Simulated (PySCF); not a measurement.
**MoH5: structure of the doublet**

The task is one start of a wider search on MoH5: the doublet, from a square pyramidal start. It is relaxed, tested by its Hessian and followed downhill if it is a saddle.

The runs use PySCF 2.14.0; PBE0, basis Mo def2-TZVP with ECP28, H def2-TZVP, scalar-relativistic core potentials, no spin–orbit coupling, density fitting.

## Step 1: The starting structure

6 atoms, charge 0, spin multiplicity 2.

Bond lengths: Mo1–H2 1.700 Å, Mo1–H3 1.700 Å, Mo1–H4 1.700 Å, Mo1–H5 1.700 Å, Mo1–H6 1.700 Å. Angles: H2–Mo1–H3 102.0°, H2–Mo1–H4 102.0°, H2–Mo1–H5 102.0°, H2–Mo1–H6 102.0°, H3–Mo1–H4 87.5°, H3–Mo1–H5 156.0°, H3–Mo1–H6 87.5°, H4–Mo1–H5 87.5°, H4–Mo1–H6 156.0°, H5–Mo1–H6 87.5°.

Z-matrix (Å, degrees; charge 0 multiplicity 2):
```
Mo
H  1 1.7000
H  1 1.7000 2 102.00
H  1 1.7000 2 102.00 3 -90.00
H  1 1.7000 2 102.00 3 180.00
H  1 1.7000 2 102.00 3 90.00
```

## Step 2: Relaxation: square pyramidal start, doublet

One driver script runs all steps and calls PySCF; scf.py shows how it sets up the SCF of each step. The optimiser is the driver's own. Before each start the driver seeks the lowest SCF state from one or more starting densities and follows internal instabilities, so scf.py alone need not reach the same state.

The program finds C4v symmetry in the start, which this walk keeps. Threshold on the gradient: 0.0003 Eh/bohr, with a further test on the energy change.

The input, scf.py:

```python
from pyscf import gto, scf, dft
mol = gto.M(atom='''
Mo    -0.000000    -0.000000    -0.002804
H      0.000000     0.000000     1.697196
H      1.662900    -0.000000    -0.356204
H      0.000000     1.662900    -0.356204
H     -1.662900    -0.000000    -0.356204
H     -0.000000    -1.662900    -0.356204''',
    basis={'Mo': 'def2-TZVP', 'H': 'def2-TZVP'},
    ecp={'Mo': 'def2-TZVP'},
    charge=0, spin=1)
mf = dft.UKS(mol, xc='PBE0')
mf.grids.atom_grid = (50, 194)
aux = {'Mo': 'def2-universal-JKFIT', 'H': 'def2-universal-JKFIT'}
mf = mf.density_fit(auxbasis=aux)
mf.kernel()
```

Energy and gradient, step by step:

| step | energy (Eh) | change (kJ/mol) | largest symmetric gradient (Eh/bohr) |
| --- | --- | --- | --- |
| 0 | -70.979494 | 0.00 | 0.13374 |
| 1 | -71.023250 | -114.88 | 0.04851 |
| 2 | -71.042369 | -165.08 | 0.02874 |
| 3 | -71.048043 | -179.97 | 0.02647 |
| 4 | -71.052060 | -190.52 | 0.00068 |
| 5 | -71.052073 | -190.56 | 0.00063 |
| 6 | -71.052074 | -190.56 | 0.00016 |

The walk needed 6.9 s of wall time on 4 threads, shared host.

Positions (Å) and forces (eV/Å) along the way:

```
step 0
Mo   0.000   0.000  -0.003   0.000   0.000   6.877
H    0.000   0.000   1.697   0.000   0.000  -0.066
H    1.663   0.000  -0.356   0.036   0.000  -1.703
H    0.000   1.663  -0.356   0.000   0.036  -1.703
H   -1.663   0.000  -0.356  -0.036   0.000  -1.703
H    0.000  -1.663  -0.356   0.000  -0.036  -1.703
step 1
Mo   0.000   0.000   0.153   0.000   0.000   2.495
H    0.000   0.000   1.822   0.000   0.000   0.398
H    1.633   0.000  -0.426  -0.901   0.000  -0.723
H    0.000   1.633  -0.426   0.000  -0.901  -0.723
H   -1.633   0.000  -0.426   0.901   0.000  -0.723
H    0.000  -1.633  -0.426   0.000   0.901  -0.723
step 3
Mo   0.000   0.000   0.320   0.000   0.000  -1.361
H    0.000   0.000   1.996   0.000   0.000   0.401
H    1.504   0.000  -0.512  -0.712   0.000   0.240
H    0.000   1.504  -0.512   0.000  -0.712   0.240
H   -1.504   0.000  -0.512   0.712   0.000   0.240
H    0.000  -1.504  -0.512   0.000   0.712   0.240
step 6
Mo   0.000   0.000   0.328   0.000   0.000   0.007
H    0.000   0.000   2.037   0.000   0.000  -0.008
H    1.426   0.000  -0.524   0.000   0.000   0.000
H    0.000   1.426  -0.524   0.000   0.000   0.000
H   -1.426   0.000  -0.524   0.000   0.000   0.000
H    0.000  -1.426  -0.524   0.000   0.000   0.000
```

End point (C4v, 6 steps, 190.6 kJ/mol gained): Mo–H 1.662 Å (×4), Mo–H 1.709 Å; H–Mo–H 74.7° (×4), H–Mo–H 118.3° (×2), H–Mo–H 120.9° (×4).

## Step 3: Hessian and properties

On the finer grid the gradient is checked again; gradients at displacements of ±0.01 bohr then give force constants and infrared intensities.

scf.py: that of step 2 with these lines changed.

```diff
@@ -3,6 +3,6 @@
-Mo    -0.000000    -0.000000    -0.002804
-H      0.000000     0.000000     1.697196
-H      1.662900    -0.000000    -0.356204
-H      0.000000     1.662900    -0.356204
-H     -1.662900    -0.000000    -0.356204
-H     -0.000000    -1.662900    -0.356204''',
+Mo    -0.000000     0.000000     0.016611
+H     -0.000000     0.000000     1.725372
+H      1.426474    -0.000000    -0.835461
+H      0.000000     1.426474    -0.835461
+H     -1.426474    -0.000000    -0.835461
+H      0.000000    -1.426474    -0.835461''',
@@ -13 +13 @@
-mf.grids.atom_grid = (50, 194)
+mf.grids.atom_grid = (75, 302)
```

This SCF starts from the last density.

Log of the central SCF (cycles and frontier levels):

```text
init E= -71.0520002729293
[... the frontier-level lines of each cycle are left out ...]
cycle= 1 E= -71.0520002704518  delta_E= 2.48e-09  |g|= 7.84e-05  |ddm|= 7.48e-05
cycle= 2 E= -71.0520002559064  delta_E= 1.45e-08  |g|= 0.000189  |ddm|= 0.000181
cycle= 3 E= -71.0520002734776  delta_E= -1.76e-08  |g|= 5e-06  |ddm|= 0.000129
cycle= 4 E= -71.0520002734892  delta_E= -1.16e-11  |g|= 2.46e-07  |ddm|= 3.29e-06
Extra cycle  E= -71.0520002734887  delta_E= 5.4e-13  |g|= 1.64e-07  |ddm|= 5.88e-07
converged SCF energy = -71.0520002734887  <S^2> = 0.76686145  2S+1 = 2.016791
```

The whole step took 21 s.

Geometry: C4v; Mo–H 1.662 Å (×4), Mo–H 1.709 Å; H–Mo–H 74.8° (×4), H–Mo–H 118.3° (×2), H–Mo–H 120.9° (×4).

Modes, for the most abundant isotopes:

| symmetry | ω (cm⁻¹) | IR (km/mol) | type |
| --- | --- | --- | --- |
| e | 271i | 0.7 | bend |
| b2 | 680 | 0.0 | bend |
| e | 892 | 107 | bend |
| a1 | 906 | 2.4 | bend |
| b1 | 943 | 0.0 | bend |
| a1 | 1897 | 282 | stretch |
| b1 | 1948 | 0.0 | stretch |
| e | 2007 | 368 | stretch |
| a1 | 2032 | 58.7 | stretch |

2 modes are imaginary, the largest at 271i cm⁻¹: a saddle point, not a minimum.

Properties at this point:

```
Dipole moment                                                   : 1.53 D
Highest occupied level                                          : -7.00 eV
Lowest empty level                                              : -2.83 eV
Rotational constants                                            : 2.055, 1.696, 1.696 cm⁻¹
Zero-point energy (real modes)                                  : 84.9 kJ/mol
Principal polarisabilities                                      : 45.9, 45.9, 49.3 bohr³
Atomisation energy without zero-point energy                    : 1161 kJ/mol
Principal traceless quadrupole moments about the centre of mass : -1.52, 0.76, 0.76 D Å
Spin squared ⟨S²⟩                                               : 0.767
```

Charges (e) and bond orders:

| atom | Mulliken | Löwdin | polar tensor | spin (Mulliken) | Mayer order to Mo1 |
| --- | --- | --- | --- | --- | --- |
| Mo1 | 0.11 | 0.02 | 0.92 | 1.32 | – |
| H2 | -0.12 | -0.05 | -0.28 | -0.05 | 0.98 |
| H3,4,5,6 | 0.00 | 0.01 | -0.16 | -0.07 | 0.97 |

Mulliken populations on Mo1 (outside its core potential): s 2.72, p 6.47, d 4.69, f 0.02.

## Step 4: Following the imaginary mode

The start is the last point, displaced along its most imaginary mode.

The program finds C1 symmetry in the start.

scf.py: that of step 3 with these lines changed.

```diff
@@ -3,6 +3,6 @@
-Mo    -0.000000     0.000000     0.016611
-H     -0.000000     0.000000     1.725372
-H      1.426474    -0.000000    -0.835461
-H      0.000000     1.426474    -0.835461
-H     -1.426474    -0.000000    -0.835461
-H      0.000000    -1.426474    -0.835461''',
+Mo    -0.002137     0.001384     0.016638
+H      0.033307    -0.021567     1.725400
+H      1.396980    -0.075520    -0.867534
+H      0.116633     1.445572    -0.814648
+H     -1.455968    -0.075520    -0.803333
+H      0.116633    -1.407376    -0.856219''',
@@ -13 +13 @@
-mf.grids.atom_grid = (75, 302)
+mf.grids.atom_grid = (50, 194)
```

Steps of the walk:

| step | energy (Eh) | change (kJ/mol) | largest gradient (Eh/bohr) |
| --- | --- | --- | --- |
| 0 | -71.052251 | 0.00 | 0.00306 |
| 1 | -71.052321 | -0.18 | 0.00175 |
| 2 | -71.053039 | -2.07 | 0.00450 |
| 3 | -71.054781 | -6.64 | 0.01108 |
| 4 | -71.055972 | -9.77 | 0.01408 |
| 5 | -71.056947 | -12.33 | 0.00344 |
| 6 | -71.057080 | -12.68 | 0.00218 |
| 7 | -71.057133 | -12.82 | 0.00111 |
| 8 | -71.057180 | -12.94 | 0.00106 |
| 9 | -71.057202 | -13.00 | 0.00090 |
| 10 | -71.057211 | -13.02 | 0.00069 |
| 11 | -71.057214 | -13.03 | 0.00028 |
| 12 | -71.057215 | -13.03 | 0.00019 |

The walk took 14 s.

After 12 steps and 13.0 kJ/mol it ends at Cs: Mo–H 1.644 Å (×2), Mo–H 1.674 Å (×2), Mo–H 1.701 Å; H–Mo–H 57.1°, H–Mo–H 69.1° (×2), H–Mo–H 113.3° (×2), H–Mo–H 115.6°, H–Mo–H 116.8° (×4).

## Step 5: Vibrations and properties at this point

As before: finer grid, then central differences.

scf.py: that of step 4 with these lines changed.

```diff
@@ -3,6 +3,6 @@
-Mo    -0.002137     0.001384     0.016638
-H      0.033307    -0.021567     1.725400
-H      1.396980    -0.075520    -0.867534
-H      0.116633     1.445572    -0.814648
-H     -1.455968    -0.075520    -0.803333
-H      0.116633    -1.407376    -0.856219''',
+Mo    -0.009177     0.009280     0.013038
+H      0.153973    -0.155096     1.697711
+H      1.383444    -0.283279    -0.809441
+H      0.589078     1.417799    -0.666208
+H     -1.424247    -0.574046    -0.665578
+H      0.268168    -1.386656    -0.809091''',
@@ -13 +13 @@
-mf.grids.atom_grid = (50, 194)
+mf.grids.atom_grid = (75, 302)
```

SCF at the final geometry:

```text
init E= -71.0571881860641
[... the frontier-level lines of each cycle are left out ...]
cycle= 1 E= -71.0571881860716  delta_E= -7.47e-12  |g|= 3.74e-06  |ddm|= 6.72e-06
Extra cycle  E= -71.0571881860595  delta_E= 1.21e-11  |g|= 6.81e-06  |ddm|= 7.47e-06
converged SCF energy = -71.0571881860595  <S^2> = 0.76089184  2S+1 = 2.0108623
```

The whole step took 39 s.

Geometry: Cs; Mo–H 1.644 Å (×2), Mo–H 1.674 Å (×2), Mo–H 1.701 Å; H–Mo–H 57.0°, H–Mo–H 69.1° (×2), H–Mo–H 113.4° (×2), H–Mo–H 115.5°, H–Mo–H 116.8° (×4).

Modes, for the most abundant isotopes:

```csv
symmetry,ω (cm⁻¹),IR (km/mol),μ (u),type
a'',418,17.1,1.01,bend
a',504,121,1.04,bend
a',809,39.5,1.01,bend
a'',832,38.5,1.03,bend
a',837,54.3,1.01,bend
a',909,44.2,1.03,bend
a'',923,67.9,1.01,bend
a',1912,279,1.02,stretch
a'',1950,172,1.02,stretch
a',1963,101,1.01,stretch
a'',2051,107,1.02,stretch
a',2053,63.8,1.02,stretch
```

No imaginary mode, so this is a minimum.

Properties at this point:

```yaml
Dipole_moment: 1.24 D
Highest_occupied_level: -6.92 eV
Lowest_empty_level: -2.50 eV
Rotational_constants: 1.976, 1.94, 1.572 cm⁻¹
Zero-point_energy: 90.7 kJ/mol
Principal_polarisabilities: 45.0, 48.4, 48.9 bohr³
Atomisation_energy_without_zero-point_energy: 1175 kJ/mol
Principal_traceless_quadrupole_moments_about_the_centre_of_mass: -1.19, -0.75, 1.94 D Å
Entropy_at_298.15_K_and_1_bar_electronic_part_spin_only: 258.6 J/(mol K)
Heat_capacity_Cp_at_298.15_K: 56.4 J/(mol K)
Enthalpy_at_298.15_K_above_0_K: 12.10 kJ/mol
Rotational_symmetry_number: 1
Spin_squared_⟨S²⟩: 0.761
```

Populations by atom (charges in e):

```tsv
atom	Mulliken	Löwdin	polar tensor	spin (Mulliken)	Mayer order to Mo1
Mo1	0.13	-0.01	0.92	1.26	–
H2	-0.11	-0.05	-0.32	-0.05	0.98
H3,6	0.04	0.04	-0.07	-0.05	0.93
H4,5	-0.04	-0.02	-0.23	-0.05	0.98
```

Outer orbital energies (eV). α occupied: -44.15, -43.98, -10.92, -9.56, -9.32, -9.21, -8.38, -6.92; empty: -2.50, -2.43, -2.04, 1.39. β occupied: -43.51, -43.31, -42.74, -10.90, -9.45, -9.21, -9.03, -8.12; empty: -2.24, -2.19, -2.14, -1.65.

Mulliken populations on Mo1 (outside its core potential): s 2.69, p 6.43, d 4.74, f 0.02.

## Step 6: The points found, side by side

| spin | group | bonds | imaginary modes (cm⁻¹) | ΔE (kJ/mol) | with zero-point energy |
| --- | --- | --- | --- | --- | --- |
| doublet | Cs | Mo–H 1.644 Å (×2), Mo–H 1.674 Å (×2), Mo–H 1.701 Å | none | 0.0 | 0.0 |
| doublet | C4v | Mo–H 1.662 Å (×4), Mo–H 1.709 Å | 271i, 271i | 13.6 | – |

## Step 7: Summary of results

```
                                          quantity                                                                                                                                       value
                                           minimum                                                                                                                                 doublet, Cs
                                          geometry  Mo–H 1.644 Å (×2), Mo–H 1.674 Å (×2), Mo–H 1.701 Å; H–Mo–H 57.0°, H–Mo–H 69.1° (×2), H–Mo–H 113.4° (×2), H–Mo–H 115.5°, H–Mo–H 116.8° (×4)
                                wavenumbers (cm⁻¹)            418 (a''), 504 (a'), 809 (a'), 832 (a''), 837 (a'), 909 (a'), 923 (a''), 1912 (a'), 1950 (a''), 1963 (a'), 2051 (a''), 2053 (a')
                                     dipole moment                                                                                                                                      1.24 D
highest occupied, lowest empty level (either spin)                                                                                                                             -6.92, -2.50 eV
                        polar-tensor charge of Mo1                                                                                                                                     +0.92 e
                                 zero-point energy                                                                                                                                 90.7 kJ/mol
                               entropy at 298.15 K                                                                                                                             258.6 J/(mol K)
         atomisation energy (no zero-point energy)                                                                                                                                 1175 kJ/mol
                                              ⟨S²⟩                                                                                                                                       0.761
```

The square pyramidal start (C4v) ends in a minimum of Cs symmetry, after a stop at a second-order saddle point 13.6 kJ/mol higher, from which it was pushed off along an imaginary mode. In the infrared the band at 1912 cm⁻¹ (a', stretch) leads. Most of the spin sits on Mo1 (Mulliken spin 1.26, against 1 for the whole molecule). Only this shape and spin were tried, so other structures or states may lie lower. One determinant may miss the lowest occupation of an open d or f shell.

The search up to here needed 87 s of wall time on 4 threads, shared host.
